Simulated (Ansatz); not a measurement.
What does this script print? It uses the Ansatz DFT code, driven from Python.

`brfgeh.xyz`
```text
4

F     0.27820   -0.01030    1.70130
Ge    0.46240    0.13640   -0.04820
Br   -0.61550   -1.66100   -1.09690
H    -0.06960    1.47460   -0.57660
```

Script `energy_brfgeh.py`:
```python
'''Single point of BrFGeH in a Gaussian basis.'''

import json

import ansatz

params = {
    'basis_set': 'def2-SVPD',
}

mol = ansatz.Crystal.molecule_from_extxyz('brfgeh.xyz')

setup = (
    mol.calculation()
    .basis(gaussian=params['basis_set'])
    .functional(ansatz.LibraryFunctional('PBE-QIDH'))
    .spin('collinear', total=1)
)
trace = []
out = setup.session().plan().execute(on_event=trace.append)
data = out.report
for event in trace:
    if event['event'] == 'mean_field_evaluation' and event['data']['evaluation'] <= 25:
        print('pass {evaluation:3d}  E = {energy_ev:.6f} eV  gradient {gradient_ev:.1e}'.format(**event['data']))

print(f'E = {data["free_energy_ev"]:.6f} eV = {data["free_energy_ev"] / 27.211386246:.7f} Ha')
print('converged:', data['converged'], ' doubts:', data['published_state_doubts'] or 'none')

state = data['mean_field']['state']
print(f'mean field: {state["energy"]["hartree"]:.7f} Ha, <S^2> = {abs(state["spin_squared"]):.4f}, stability: {state.get("stability", {}).get("kind")}')
with open('brfgeh.json', 'w') as handle:
    json.dump({k: data[k] for k in ('free_energy_ev', 'reference_energy_ev', 'n_occupied', 'n_virtual')}, handle, indent=1)
```

```console
$ python energy_brfgeh.py
pass   1  E = -129235.819820 eV  gradient 2.2e+01
pass   2  E = -129235.827172 eV  gradient 2.2e+01
pass   3  E = -129235.995622 eV  gradient 2.5e+01
pass   4  E = -129237.919340 eV  gradient 1.6e+00
pass   5  E = -129237.954061 eV  gradient 9.3e-01
pass   6  E = -129237.962122 eV  gradient 3.5e-01
pass   7  E = -129237.962126 eV  gradient 3.5e-01
pass   8  E = -129237.964135 eV  gradient 1.5e-01
pass   9  E = -129237.964703 eV  gradient 6.2e-02
pass  10  E = -129237.964792 eV  gradient 2.7e-02
pass  11  E = -129237.964793 eV  gradient 2.7e-02
pass  12  E = -129237.964803 eV  gradient 7.4e-03
pass  13  E = -129237.964804 eV  gradient 2.5e-03
pass  14  E = -129237.964804 eV  gradient 2.6e-03
pass  15  E = -129237.964804 eV  gradient 9.4e-04
pass  16  E = -129237.964804 eV  gradient 2.9e-04
pass  17  E = -129237.964804 eV  gradient 2.9e-04
pass  18  E = -129237.964804 eV  gradient 1.0e-04
pass  19  E = -129237.964804 eV  gradient 4.6e-05
pass  20  E = -129237.964804 eV  gradient 1.8e-05
pass  21  E = -129237.964804 eV  gradient 1.8e-05
pass  22  E = -129237.964804 eV  gradient 7.4e-06
pass  23  E = -129237.964804 eV  gradient 2.2e-06
pass  24  E = -129237.964804 eV  gradient 2.2e-06
E = -129244.551970 eV = -4749.6496798 Ha
converged: True  doubts: none
mean field: -4749.4076065 Ha, <S^2> = 0.7554, stability: minimum
```

File `brfgeh.json` afterwards:
```json
{
 "free_energy_ev": -129244.55196998519,
 "reference_energy_ev": -129237.96481943794,
 "n_occupied": [
  20,
  19
 ],
 "n_virtual": [
  71,
  72
 ]
}
```

What to keep in mind:
- Total energies depend on the basis set; only differences at equal settings carry meaning.
- The geometry is a force-field or estimated start, not a minimum of this method, and the basis set is short of its limit.
- The run takes the species as open-shell (spin multiplicity 2), which needn't be its ground state.
- Early passes use coarser integrals and grids, so their energies can't be compared with the last.
- Finished in 9.9 s on 1 thread of Arm Neoverse V1 (shared host), peak memory 0.4 GiB.
